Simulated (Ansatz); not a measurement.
The system is HfIn4SiO6.

```xyz
12
Lattice="5.6987 0.0038 0.0156 -0.7051 6.1082 -0.0057 -2.7372 -1.3956 6.6308" Properties=species:S:1:pos:R:3 pbc="T T T"
Hf    0.2972   -0.0900    0.8831
In   -0.4860    5.0863    4.8335
In    2.9601   -0.6377    3.2997
In   -0.4663    2.2403    3.5350
In    2.4974    2.6606    1.3677
Si    2.2933    1.4988    5.6832
O     0.7088    1.2617    5.2639
O     3.2588    1.4387    4.3619
O     5.4139    1.6003    0.0368
O     2.4594    2.8937    6.5395
O    -0.6297   -0.1526    2.6118
O     2.1007    0.3624    1.4524
```

The cell was built by a generator and needn't be a form met in nature.

| Quantity | Value |
| --- | --- |
| Program | Ansatz 0.2.0 |
| Task | relaxation of cell and atoms |
| Functional | PBE |
| Dispersion | D3(BJ) |
| Potentials or basis | Ansatz PAW |
| Cutoff | 420 eV (not typed: the program's choice for these potentials) |
| k mesh | 4 × 4 × 3 |
| Occupations | fermi-dirac, width 0.05 eV |
| Spin | no spin polarisation |

At the start: volume 19.25 Å³/atom.

Task: How do energy, volume and symmetry change on relaxing?

Result: It ends after 12 steps and the volume is 18.18 Å³/atom (-5.6 %); space group P1 (No. 1, to 0.05 Å).

Step by step:
```csv
step,energy change (eV),largest force (eV/Å),volume (Å³)
1,0.0000,0.0173,231.05
2,-0.0557,0.2483,217.68
3,-0.0718,0.1118,221.64
4,-0.0800,0.0613,220.34
5,-0.0853,0.0437,219.54
6,-0.0868,0.0308,219.11
7,-0.0869,0.0193,219.16
8,-0.0870,0.0088,219.16
9,-0.0685,0.0100,219.16
10,-0.0706,0.0235,218.40
11,-0.0713,0.0082,218.14
12,-0.0691,0.0083,218.14
```

Final structure:
```
CELL_PARAMETERS angstrom
5.55534 -0.02045 0.07305
-0.71352 6.04900 0.05780
-2.59509 -1.29305 6.44579
ATOMIC_POSITIONS crystal
Hf 0.12569 0.01339 0.12947
In 0.38694 0.99014 0.74023
In 0.75999 0.00472 0.50130
In 0.24001 0.48758 0.52549
In 0.59983 0.49232 0.21831
Si 0.85882 0.44136 0.85131
O 0.54140 0.38346 0.80100
O 0.91416 0.39271 0.63869
O 0.98993 0.26321 0.99980
O 0.98330 0.69760 0.98190
O 0.09826 0.06685 0.40030
O 0.50168 0.10669 0.21218
```

Caveat: the plane-wave basis is chosen anew once the cell has moved, so the energies of steps on either side of that aren't comparable; the pressure holds a Pulay correction of +0.4 GPa for the finite cutoff.
